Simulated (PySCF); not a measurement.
# C₂H₂Cl₃F₃Si: electronic excitations

Wanted: the electronic excitations of C₂H₂Cl₃F₃Si (`FC(F)(F)[SiH2]C(Cl)(Cl)Cl`), by calculation.

Computed with PySCF 2.14.0, with density-fitted response routines of our own, on a single molecule in the gas phase. Atoms count from 0, in the outputs and in this text.

## 1. The molecule as given

11 atoms, charge 0, multiplicity 1; geometry from: GFN2-xTB.

Bonds of the start (Å): F0–C1 1.35, C1–F2 1.34, C1–F3 1.34, C1–Si4 1.95, Si4–C5 1.93, C5–Cl6 1.78, C5–Cl7 1.78, C5–Cl8 1.78, Si4–H9 1.46, Si4–H10 1.46.

## 2. Ultraviolet spectrum: wB97X-D/def2-SVPD

Job settings and geometry (Å):

```
{"job": {"kind": "uv", "xc": "wB97X-D", "basis": "def2-SVPD", "nstates": 8, "ntriplets": 3}, "charge": 0, "multiplicity": 1}
F     -2.640508     0.379581    -0.641889
C     -1.561600    -0.322305    -0.239547
F     -1.455757    -1.357763    -1.086216
F     -1.875822    -0.833385     0.960710
Si     0.009375     0.838816    -0.212039
C      1.521652    -0.217342     0.362638
Cl     1.251877    -0.860919     1.996312
Cl     1.815492    -1.558707    -0.764306
Cl     2.954181     0.831410     0.389433
H      0.237190     1.249150    -1.591522
H     -0.250657     1.854135     0.800463
```

With the program's defaults for keys left out, this is: TDDFT wB97X-D/def2-SVPD, vertical, gas phase, core orbitals frozen in the response.

Run with:

```sh
$ OMP_NUM_THREADS=1 python probes_run.py task.json out
```

The driver reads the jobs from task.json and runs them one after another.

Predict these results of the whole session: lowest singlet (wB97X-D/def2-SVPD); brightest single state of those computed; lowest triplet.

**Answer**, as computed:

| quantity | value |
| --- | --- |
| lowest singlet (wB97X-D/def2-SVPD) | 6.42 eV (193 nm), f = 0.011 |
| brightest single state of those computed | state 7, 7.48 eV, f = 0.040 |
| lowest triplet | 5.87 eV |

What this shows: The first singlet state (HOMO→LUMO 0.90) lies at 6.42 eV and is weak; of the 8 states computed, the strongest absorption comes from state 7 at 7.48 eV (the last state computed is bright too, and its partners may lie past the list). The lowest triplet lies 0.55 eV below the lowest singlet (triplets in Tamm-Dancoff, singlets in full TDDFT).
